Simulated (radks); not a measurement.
# Rh⁺ in [Kr] 4d8: an all-electron calculation

The task here is to estimate one member of a computed series from the others.

The numbers are computed with radks (a radial shooting solver on a logarithmic mesh, Libxc functionals) version 1 (Dirac Kohn-Sham, PBE, spin-unpolarised, spherical densities, point nucleus; open shells fill j = l - 1/2 first), except any that are marked as measured or tabulated.

### The atom as given

* element: rhodium (Z = 45)
* charge: +1
* electrons: 44
* configuration: [Kr] 4d8

The first run:

Input:

```text
Z 45
configuration [Kr] 4d8 5s0 5p0
relativity Dirac
functional pbe,pbe
spin unpolarised
j_filling energy
nucleus point
c 137.035999084
```

One table of the session follows, with a row left open; its other results are not shown here.

It belongs to the step «Shells». From the orbitals of this run (lengths in bohr):

| level | <r> | outermost maximum (interpolated) | 90 % within | nodes |
| --- | --- | --- | --- | --- |
| 1s1/2 | 0.03263 | 0.0212 | 0.0585 | 0 |
| 2s1/2 | 0.1416 | 0.120 | 0.219 | 1 |
| 2p1/2 | 0.1203 | 0.0929 | 0.197 | 0 |
| 2p3/2 | 0.1252 | 0.0970 | 0.204 | 0 |
| 3s1/2 | 0.3904 | 0.352 | 0.576 | 2 |
| 3p1/2 | 0.3831 | 0.338 | 0.578 | 1 |
| 3p3/2 | 0.3938 | 0.348 | 0.593 | 1 |
| 3d3/2 | 0.3684 | 0.290 | 0.585 | 0 |
| 3d5/2 | 0.3718 | 0.293 | 0.590 | 0 |
| 4s1/2 | ? | ? | ? | ? |
| 4p1/2 | 1.062 | 0.929 | 1.57 | 2 |
| 4p3/2 | 1.093 | 0.953 | 1.62 | 2 |
| 4d3/2 | 1.534 | 1.14 | 2.48 | 1 |
| 4d5/2 | 1.556 | 1.15 | 2.52 | 1 |
| 5s1/2 | 2.976 | 2.52 | 4.41 | 4 |
| 5p1/2 | 3.790 | 3.17 | 5.68 | 3 |
| 5p3/2 | 3.895 | 3.27 | 5.82 | 3 |

**Question.** Estimate the row for 4s1/2.

The run gave: <r>: 0.9812; outermost maximum (interpolated): 0.882; 90 % within: 1.43; nodes: 3. In the column «<r>» it lies between 3p3/2 (0.3938) and 4p1/2 (1.062).

To keep in mind: Spin polarisation and multiplet splitting are left out.
